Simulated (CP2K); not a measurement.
Runs of CP2K 2026.2 on SiF. Symmetry: Pm-3m, No. 221, cubic system. The conventional cell has a = 3.029 Å, b = 3.029 Å, c = 3.029 Å, α = 90.00°, β = 90.00°, γ = 90.00°. Si (site symmetry m-3m) is surrounded by 8 F at 2.62 Å. F (site symmetry m-3m) has 8 Si at 2.62 Å as nearest neighbours. The cell was built by a generator and needn't be a form met in nature.

```tsv
task	level	potentials or basis	smearing	NGRIDS	points a segment of the path (NPOINTS)	bands added on the path	CUTOFF of the grids	gap on the mesh (eV)	pressure (GPa)	V0 of scaled cells (Å³/atom)	B0 (GPa)
band structure	LDA	GTH_POTENTIALS Si GTH-PADE-q4, F GTH-PADE-q7; TZVP-MOLOPT-PBE-GTH basis	fermi-dirac 0.05 eV	5	8	4	750 Ry	none	-5.7	-	-
band structure	PBEsol	POTENTIAL_UZH Si GTH-PBE-q4, F GTH-PBE-q7; TZVP-MOLOPT-PBE-GTH basis	fermi-dirac 0.05 eV	4	10	4	750 Ry	none	-3.0	-	-
single point	PBE	POTENTIAL_UZH Si GTH-PBE-q4, F GTH-PBE-q7; TZVP-MOLOPT-PBE-GTH basis	fermi-dirac 0.05 eV	5	-	-	750 Ry	none	(a)	-	-
band structure	r2SCAN	POTENTIAL_UZH Si GTH-SCAN-q4, F GTH-SCAN-q7; TZVP-MOLOPT-SCAN-GTH basis	fermi-dirac 0.05 eV	5	6	4	1100 Ry	none	0.2	-	-
equation of state	PBE	POTENTIAL_UZH Si GTH-PBE-q4, F GTH-PBE-q7; TZVP-MOLOPT-PBE-GTH basis	fermi-dirac 0.05 eV	4	-	-	750 Ry	-	-	13.94	73
band structure	PBE	POTENTIAL_UZH Si GTH-PBE-q4, F GTH-PBE-q7; TZVP-MOLOPT-PBE-GTH basis	fermi-dirac 0.01 eV	5	10	4	750 Ry	none	0.2	-	-
equation of state	PBEsol	POTENTIAL_UZH Si GTH-PBE-q4, F GTH-PBE-q7; TZVP-MOLOPT-PBE-GTH basis	fermi-dirac 0.05 eV	5	-	-	750 Ry	-	-	13.36	(b)
```

Alike in all rows: no spin polarisation; cell as given; k mesh 9 × 9 × 9.

**Question.** Fill in the values left out.

**Answer.** (a) 0.3; (b) 85.

Caveats: the basis of atomic orbitals isn't converged, which shifts pressures, moduli and gaps; an odd number of electrons without spin polarisation forces a metal (some runs); a magnetic or distorted state may lie lower (some runs); the potentials were made for another functional, which shifts forces and pressure (some runs).

A k mesh can miss the band edges.

A gap of «none» marks a metal or a gap under the smearing width.

Not every run made on this cell is shown here.
